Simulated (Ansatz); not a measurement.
# CH₆Cl₂GeSi: up Jacob's ladder to CCSD(T)

One table from this session's results is given with a row withheld; the runs are named, their logs left out.

Method: functionals in def2-TZVPP, the program's frozen cores in correlated methods; program: Ansatz 0.2.0, Gaussian basis.

The runs, in order: LDA (SPW92), PBE-D4, revPBE-D4, BLYP-D4, r2SCAN-D4, B97M-V, PBE0-D4, B3LYP-D4, r2SCANh-D4, r2SCAN0-D4, HSE06-D4, BHLYP-D4, CAM-B3LYP-D4, LC-ωPBE, ωB97X-V, ωB97M-V, B2PLYP, PBE-QIDH; CCSD(T)/def2-SVP; CCSD(T)/def2-TZVPP; MP2/def2-QZVPP; extrapolation to the limit; RPA on PBE.

## The relaxed structure

All runs share one geometry, relaxed beforehand with PBE0-D4 in a triple-zeta def2 set.

SMILES `C[Si](Cl)(Cl)[GeH3]`, 11 atoms, charge 0, spin multiplicity 1.

Atoms are counted from 1 here; the program's logs count them from 0.

Bond lengths: C1–Si2 1.854 Å, C1–H6 1.092 Å, C1–H7 1.092 Å, C1–H8 1.092 Å, Si2–Cl3 2.060 Å, Si2–Cl4 2.060 Å, Si2–Ge5 2.377 Å, Ge5–H9 1.537 Å, Ge5–H10 1.534 Å, Ge5–H11 1.537 Å. Angles: Si2–C1–H6 110.2°, Si2–C1–H7 110.1°, Si2–C1–H8 110.2°, H6–C1–H7 108.7°, H6–C1–H8 108.9°, H7–C1–H8 108.7°, C1–Si2–Cl3 108.6°, C1–Si2–Cl4 108.6°, C1–Si2–Ge5 115.2°, Cl3–Si2–Cl4 107.9°, Cl3–Si2–Ge5 108.2°, Cl4–Si2–Ge5 108.2°, Si2–Ge5–H9 109.8°, Si2–Ge5–H10 109.7°, Si2–Ge5–H11 109.8°, H9–Ge5–H10 109.3°, H9–Ge5–H11 108.8°, H10–Ge5–H11 109.3°.

The first run:

Input file in.yaml:

```yaml
crystal:
  periodic: [false, false, false]
  atoms:
    - {symbol: C, position_ang: [-0.853706, -1.250361, 0.936519]}
    - {symbol: Si, position_ang: [0.515274, -0.559910, -0.105413]}
    - {symbol: Cl, position_ang: [2.284629, -0.740006, 0.933490]}
    - {symbol: Cl, position_ang: [0.668801, -1.690726, -1.820065]}
    - {symbol: Ge, position_ang: [0.255935, 1.716052, -0.739245]}
    - {symbol: H, position_ang: [-0.942035, -0.683832, 1.866389]}
    - {symbol: H, position_ang: [-0.649722, -2.295233, 1.180383]}
    - {symbol: H, position_ang: [-1.802215, -1.194677, 0.397394]}
    - {symbol: H, position_ang: [0.179920, 2.601510, 0.515366]}
    - {symbol: H, position_ang: [1.449768, 2.153233, -1.597837]}
    - {symbol: H, position_ang: [-1.041448, 1.886848, -1.546381]}
basis:
  gaussian: {orbitals: def2-TZVPP}
hamiltonian: {xc: lda}
output: {orbitals: {seedname: orbitals}}
```

Started as:

```bash
> ansatz run in.yaml --threads 4 --pin off --events-out ev --progress --plain --max-ram 11315MiB
```

Steps of the session up to this table: LDA; PBE-D4 (GGA); revPBE-D4 (GGA); BLYP-D4 (GGA); r2SCAN-D4 (meta-GGA); B97M-V (meta-GGA); PBE0-D4 (hybrid); B3LYP-D4 (hybrid); r2SCANh-D4 (hybrid); r2SCAN0-D4 (hybrid); HSE06-D4 (hybrid); BHLYP-D4 (hybrid); CAM-B3LYP-D4 (range-separated); LC-ωPBE (range-separated); ωB97X-V (range-separated); ωB97M-V (range-separated); B2PLYP (double hybrid); PBE-QIDH (double hybrid).

One table of the session follows, with a row left open; its other results are not shown here.

It belongs to the step «Frontier levels by functional». 

```
  functional  HOMO (eV)  gap (eV)
 LDA (SPW92)      -6.96      5.81
      PBE-D4      -6.84      5.92
   revPBE-D4      -6.79      5.97
     BLYP-D4      -6.71      5.94
   r2SCAN-D4      -7.13      6.49
      B97M-V      -7.23      6.53
     PBE0-D4      -8.01      7.95
    B3LYP-D4      -7.81      7.56
  r2SCANh-D4      -7.56      7.21
  r2SCAN0-D4      -8.19      8.28
    HSE06-D4      -7.61      7.18
    BHLYP-D4      -9.07      9.97
CAM-B3LYP-D4          ?         ?
     LC-ωPBE     -10.57     12.72
     ωB97X-V     -10.25     12.27
     ωB97M-V     -10.04     11.83
```

Estimate the missing values for CAM-B3LYP-D4.

The run gave: HOMO (eV): -9.28; gap (eV): 10.31. In the column «HOMO (eV)» it lies between ωB97M-V (-10.04) and BHLYP-D4 (-9.07).
